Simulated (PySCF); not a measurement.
# H5SbTe: the cost of one run

Program: PySCF 2.14.0. Level of theory: levels as typed in each script, gas phase, geometry from GFN2-xTB. These are calculated values, not measurements.

### Step 1. Starting geometry

SMILES `[TeH2].[SbH3]`, 7 atoms, charge 0, spin multiplicity 1.

Bond lengths: Te1–H2 1.633 Å, Te1–H3 1.654 Å, Te1–Sb4 3.292 Å, Sb4–H5 1.682 Å, Sb4–H6 1.695 Å, Sb4–H7 1.681 Å. Angles: H2–Te1–H3 86.7°, H2–Te1–Sb4 87.2°, H3–Te1–Sb4 161.2°, Te1–Sb4–H5 74.2°, Te1–Sb4–H6 157.6°, Te1–Sb4–H7 78.0°, H5–Sb4–H6 87.8°, H5–Sb4–H7 88.6°, H6–Sb4–H7 88.5°.

As a file:

```xyz
7
charge 0, multiplicity 1
Te   -1.6391    0.0338   -0.0122
H    -1.5810   -1.5978   -0.0523
H    -3.2178   -0.1292    0.4543
Sb    1.6520   -0.0125    0.0565
H     1.2106   -0.8525   -1.3328
H     3.2327    0.0367   -0.5533
H     1.3401    1.4234   -0.7610
```

### Step 2. Binding of the two fragments (B3LYP/def2-tzvp)

Input file input.py:

```python
import numpy as np
from pyscf import gto, scf, dft
from pyscf.scf import atom_ks, atom_hf
from scipy.linalg import block_diag
from pyscf.dispersion import dftd3

def solve(mol, dm0=None, hcore=None):
    mf = (dft.UKS if mol.spin else dft.RKS)(mol, xc='b3lyp')
    mf.grids.level = 3
    mf = mf.density_fit(auxbasis='def2-universal-jkfit')
    mf.conv_tol, mf.max_cycle = 1e-8, 80
    if hcore is not None:
        mf.get_hcore = lambda *args: hcore
    mf.kernel(dm0)
    if not mf.converged:
        mf = mf.newton().run(mf.mo_coeff, mf.mo_occ, max_cycle=30)
    assert mf.converged, 'SCF not converged'
    return mf

mol = gto.M(atom='''
Te    -1.63913     0.03380    -0.01223
H     -1.58102    -1.59780    -0.05230
H     -3.21785    -0.12917     0.45429
Sb     1.65196    -0.01252     0.05649
H      1.21058    -0.85247    -1.33275
H      3.23272     0.03672    -0.55327
H      1.34014     1.42336    -0.76098
''', basis='def2-tzvp', ecp={'Sb': 'def2-tzvp', 'Te': 'def2-tzvp'}, charge=0, spin=0, verbose=4)
mol_a = gto.M(atom='''
Te    -1.63913     0.03380    -0.01223
H     -1.58102    -1.59780    -0.05230
H     -3.21785    -0.12917     0.45429
ghost-Sb     1.65196    -0.01252     0.05649
ghost-H      1.21058    -0.85247    -1.33275
ghost-H      3.23272     0.03672    -0.55327
ghost-H      1.34014     1.42336    -0.76098
''', basis='def2-tzvp', ecp={'Te': 'def2-tzvp'}, charge=0, spin=0, verbose=4)
mol_b = gto.M(atom='''
ghost-Te    -1.63913     0.03380    -0.01223
ghost-H     -1.58102    -1.59780    -0.05230
ghost-H     -3.21785    -0.12917     0.45429
Sb     1.65196    -0.01252     0.05649
H      1.21058    -0.85247    -1.33275
H      3.23272     0.03672    -0.55327
H      1.34014     1.42336    -0.76098
''', basis='def2-tzvp', ecp={'Sb': 'def2-tzvp'}, charge=0, spin=0, verbose=4)
ab, a, b = solve(mol), solve(mol_a), solve(mol_b)
e_int = ab.e_tot - a.e_tot - b.e_tot
print('counterpoise-corrected interaction energy / kcal/mol', e_int * 627.5095)
def disp(atoms, charge):
    m = gto.M(atom=atoms, charge=charge, basis='sto-3g', spin=None, unit='Bohr', verbose=0)
    return dftd3.DFTD3Dispersion(m, xc='b3lyp', version='d3bj').get_dispersion()['energy']
e_disp = disp(mol._atom, mol.charge) - disp(mol._atom[:3], mol_a.charge) - disp(mol._atom[3:], mol_b.charge)
print('D3(BJ) part / kcal/mol', e_disp * 627.5095)
# spherically averaged free atoms, for the promolecule
atom_ks.AtomSphAverageRKS.init_guess_by_vsap = lambda self, mol=None: self.init_guess_by_minao(mol)  # core potentials
atm = atom_ks.get_atm_nrks(mol, xc='b3lyp')
pro = block_diag(*[(atm[a[0]][2] * atm[a[0]][3]) @ atm[a[0]][2].T for a in mol._atom])
np.savez('result.npz', e_int=e_int, e_disp=e_disp, dm_a=a.make_rdm1(), dm_b=b.make_rdm1(), c=ab.mo_coeff, occ=ab.mo_occ, eps=ab.mo_energy, pro=pro, d=[f.dip_moment(verbose=0) for f in (ab, a, b)])
```

Started as:

```console
OMP_NUM_THREADS=1 python input.py
```

Q: Estimate wall time and peak memory on 1 thread of Arm Neoverse V2, shared host.

About 27 s, with a peak of 0.59 GiB.
